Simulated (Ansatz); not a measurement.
**CHBe (doublet): wave-function methods side by side at scale of all distances = 0.869, 6-31G**

An exercise on one series of results from a longer session: the logs are not shown, and one member is left open.

Computed with Ansatz 0.2.0, Gaussian basis. Level: 6-31G, core rule «outside noble gas», up to 2 orbitals frozen.

To be run: UHF; CCSD(T) on ROHF; CCSD(T) on UHF; BCCD(T) on ROHF; CISD as a restricted active space (open shells left free, so some higher excitations enter); CCSDT(Q) on ROHF; CCSDT(Q) on UHF; CISDTQ; CCSDTQ on ROHF; CCSDTQ on UHF; CASSCF and MRCISD+Q, 3 electrons in 3 orbitals; CASSCF and NEVPT2, 3 electrons in 3 orbitals; CASSCF and MRCISD+Q, 7 electrons in 9 orbitals; CASSCF and NEVPT2, 7 electrons in 9 orbitals; Full CI; Full CI in the symmetry of the determinant.

19 further runs of the same task are left out: 7 for a known fault of the program, 9 that didn't finish, 3 set aside as unsound or not needed. Runs told in other sessions of the task aren't counted.

## The system

The geometry derives from a PBE0/def2-TZVP stationary point (not a proven minimum). All distances are scaled together.

3 atoms, charge 0, spin multiplicity 2.

Atoms are counted from 1 here; the program's logs count them from 0.

Bond lengths: C1–Be2 1.411 Å, C1–H3 0.940 Å. Angles: Be2–C1–H3 180.0°.

Set-up of the first run:

Input file in.yaml:

```yaml
crystal:
  periodic: [false, false, false]
  atoms:
    - {symbol: C, position_ang: [0.000000, 0.000000, 0.157144]}
    - {symbol: Be, position_ang: [0.000000, 0.000000, -1.254286]}
    - {symbol: H, position_ang: [0.000000, 0.000000, 1.097141]}
basis:
  gaussian: {orbitals: 6-31G}
magnetization: {spin_polarized: true, initial_magnetization: 1}
hamiltonian: {xc: hf}
output: {orbitals: {seedname: orbitals}}
```

Command:

```console
> ansatz run in.yaml --threads 1 --pin off --events-out ev --progress --plain --max-ram 2393MiB
```

Among the steps run: UHF; CCSD(T) on ROHF; CCSD(T) on UHF; BCCD(T) on ROHF; CISD as a restricted active space (open shells left free, so some higher excitations enter); CCSDT(Q) on ROHF; CCSDT(Q) on UHF; CISDTQ; CCSDTQ on ROHF; CCSDTQ on UHF; CASSCF and MRCISD+Q, 3 electrons in 3 orbitals; CASSCF and NEVPT2, 3 electrons in 3 orbitals; CASSCF and MRCISD+Q, 7 electrons in 9 orbitals; CASSCF and NEVPT2, 7 electrons in 9 orbitals; Full CI; Full CI in the symmetry of the determinant.

One of the session's tables, all rows but one given; the rest of the session is left out.

| method | from FCI (kcal/mol) |
| --- | --- |
| UHF | +39.20 |
| UMP2 | +6.31 |
| UCCSD | -4.50 |
| UCCSD(T) | -6.47 |
| UCCSDT | +0.18 |
| UCCSDT(Q) | -0.14 |
| UCCSDTQ | -0.14 |
| CASSCF pair | +44.51 |
| NEVPT2 pair | ? |
| MRCISD pair | +1.65 |
| MRCISD+Q pair | 0.00 |
| CASSCF valence | +12.73 |
| NEVPT2 valence | +3.87 |
| MRCISD valence | +0.33 |
| MRCISD+Q valence | +0.17 |
| FCI | 0 |

Q: Estimate the row for NEVPT2 pair from the others.

As computed: from FCI (kcal/mol): +10.12. In the column «from FCI (kcal/mol)» it lies between UMP2 (+6.31) and CASSCF valence (+12.73).

Left out of the table: ROHF, RMP2, CISD, RCCSD, RCCSD(T), BCCD(T), RCCSDT, CISDTQ, RCCSDT(Q), RCCSDTQ (another determinant or state than the rows shown).

To keep in mind: The determinant of CCSDT(Q) (⟨S²⟩ 1.76) is far from a pure spin state, so its energy mixes those of several spin states; high orders of coupled cluster remove much of that, low ones don't. The determinant of CCSDTQ (⟨S²⟩ 1.76) is far from a pure spin state, so its energy mixes those of several spin states; high orders of coupled cluster remove much of that, low ones don't. The program flags UCCSD(T), UCCSDT(Q), UCCSDTQ as in doubt, so read those rows with care; the flags are large difference, over screen. UCCSD, UCCSD(T), UCCSDT(Q), UCCSDTQ fall below full CI: unrestricted runs freeze a spin-polarised core, another one than full CI's, and coupled cluster isn't variational. Levels on UHF freeze UHF's core orbitals, full CI those of ROHF, so the U rows can settle a little off it for that reason alone.
